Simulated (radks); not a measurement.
# Excited configurations of Tm³⁺

The task here is to estimate one member of a computed series from the others.

Method: scalar-relativistic Kohn-Sham, BLYP, spin-polarised, spherical densities, finite nucleus; open shells are filled with parallel spins first. Code: radks (a radial shooting solver on a logarithmic mesh, Libxc functionals) version 1.

## Starting point

```
element            : thulium (Z = 69)
charge             : +3
electrons          : 66
configuration      : [Xe] 4f12
nuclear rms radius : 5.2256 fm
```

Outer shells as boxes (Hund's rule):

Tm³⁺
```
[Xe] core
4f [↑↓][↑↓][↑↓][↑↓][↑↓][↑ ][↑ ]
```

Set-up of the first run:

Input:

```text
Z 69
configuration [Xe] 4f12
relativity scalar-relativistic
functional b88,lyp
spin polarised
nucleus finite rms 5.2256 fm
c 137.035999084
```

Among the steps run: Ground configuration: [Xe] 4f12.

One of the session's tables, all rows but one given; the rest of the session is left out.

It belongs to the step «Ground configuration: [Xe] 4f12». From the orbitals of this run (lengths in bohr):

```
  level     <r>  outermost maximum (interpolated)  90 % within  nodes
  4d up       ?                                 ?            ?      ?
4d down  0.5704                             0.501        0.857      1
  5s up   1.205                              1.08         1.74      4
5s down   1.210                              1.08         1.74      4
  5p up   1.410                              1.23         2.06      3
5p down   1.418                              1.23         2.08      3
  4f up  0.7452                             0.492         1.27      0
4f down  0.7547                             0.493         1.30      0
```

Q: Estimate the row for 4d up from the others.

The run gave: <r>: 0.5699; outermost maximum (interpolated): 0.501; 90 % within: 0.857; nodes: 1. In the column «<r>» it is the lowest.

To keep in mind: Open shells are spherical and high-spin; term and fine-structure splittings are not resolved.
